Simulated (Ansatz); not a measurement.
HfMoC2:

```
Hf Mo C
1.0
     3.19142    0.00000    0.00000
     0.00000    3.19142    0.00000
     0.00000    0.00000    4.48516
Hf Mo C
1 1 2
Cartesian
  0.0000 0.0000 0.0000
  1.5957 1.5957 2.2426
  1.5957 1.5957 0.0000
  0.0000 0.0000 2.2426
```

The cell comes from a database or a generator and needn't be the stable form of this composition.

```yaml
Program: Ansatz 0.2.0
Task: relaxation of cell and atoms
Functional: PBEsol
Potentials_or_basis: Ansatz PAW
Cutoff: "420 eV (not typed: the program's choice for these potentials)"
k_mesh: 8 × 8 × 6
Occupations: fermi-dirac, width 0.05 eV
Spin: no spin polarisation
Hubbard_terms: Hf d U = 2 eV, Mo d U = 2 eV
```

At the start: volume 11.42 Å³/atom.

**Question.** How do energy, volume and symmetry change on relaxing?

**Answer.** It ends after 6 steps and the volume is 11.14 Å³/atom (-2.5 %); space group P4/mmm (No. 123, to 0.05 Å).

The path:
| step | energy change (eV) | largest force (eV/Å) | volume (Å³) |
| --- | --- | --- | --- |
| 1 | 0.0000 | 0.0000 | 45.68 |
| 2 | -0.0250 | 0.0000 | 43.99 |
| 3 | -0.0305 | 0.0000 | 44.55 |
| 4 | -0.0306 | 0.0000 | 44.55 |
| 5 | -0.0306 | 0.0000 | 44.55 |
| 6 | -0.0288 | 0.0000 | 44.55 |

Final structure:
```
Hf Mo C
1.0
     3.17337    0.00000    0.00000
     0.00000    3.17337    0.00000
     0.00000    0.00000    4.42355
Hf Mo C
1 1 2
Cartesian
  0.0000 0.0000 0.0000
  1.5867 1.5867 2.2118
  1.5867 1.5867 0.0000
  0.0000 0.0000 2.2118
```

Caveat: the plane-wave basis is chosen anew once the cell has moved, so the energies of steps on either side of that aren't comparable; U without spin polarisation on a metal has little footing; the PAW data sets come from PBE, with cores solved anew for the run's functional, which leaves a small shift of forces and pressure; the U is typed as a test and isn't derived for this compound.
